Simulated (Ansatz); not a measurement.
# LiAsH₃+ (SMILES [Li+].[AsH3]): a short trajectory

Aim: follow the atoms for 30 steps of 0.75 fs at constant energy, with velocities drawn for 700 K.

Method: PBE-D4/def2-SVP; program: Ansatz 0.2.0, Gaussian basis.

## (1) Starting geometry

The start, a pair relaxed at PBE0-D4: SMILES `[Li+].[AsH3]`, 5 atoms, charge 1, spin multiplicity 1.

Atoms are counted from 1 here; the program's logs count them from 0.

Bond lengths: Li1–As2 2.560 Å, As2–H3 1.503 Å, As2–H4 1.503 Å, As2–H5 1.503 Å. Angles: Li1–As2–H3 118.9°, Li1–As2–H4 118.9°, Li1–As2–H5 118.9°, H3–As2–H4 98.6°, H3–As2–H5 98.6°, H4–As2–H5 98.6°.

Coordinates:

```xyz
5

Li   -0.1059    0.0720   -2.4807
As    0.0031   -0.0023    0.0761
H    -0.8952    0.9058    0.8685
H    -0.3062   -1.2942    0.7795
H     1.3043    0.3187    0.7566
```

## (2) Dynamics

md/in.yaml

```yaml
crystal:
  periodic: [false, false, false]
  atoms:
    - {symbol: Li, position_ang: [-0.105912, 0.071985, -2.480689]}
    - {symbol: As, position_ang: [0.003073, -0.002281, 0.076056]}
    - {symbol: H, position_ang: [-0.895213, 0.905763, 0.868539]}
    - {symbol: H, position_ang: [-0.306156, -1.294177, 0.779473]}
    - {symbol: H, position_ang: [1.304309, 0.318710, 0.756621]}
basis:
  gaussian: {orbitals: def2-SVP}
total_charge: 1
hamiltonian: {xc: pbe, dispersion: d4}
md: {n_steps: 30, timestep: 0.75, temperature: 700, ensemble: nve, seed: 871, initial_velocities: maxwell_boltzmann}
```

Started as:

```sh
ansatz run in.yaml --threads 2 --pin off --events-out ev --progress --plain --max-ram 5222MiB
```

Q: Predict the outcome of this session. Wanted: temperature at the start; mean temperature, second half; lowest and highest potential energy, from the first frame; largest change of potential + kinetic.

**Answer**, as computed:

| quantity | value |
| --- | --- |
| length | 30 steps, 22.5 fs |
| temperature at the start | 700 K |
| mean temperature, second half | 418 K |
| lowest and highest potential energy, from the first frame | 0 and 226 meV |
| largest change of potential + kinetic | 2.9 meV |

In words: With no thermostat the total energy should stay fixed; it holds within 2.9 meV, small beside the kinetic energy, so the time step serves. The temperature runs between 124 and 700 K. The molecule keeps its bonds.
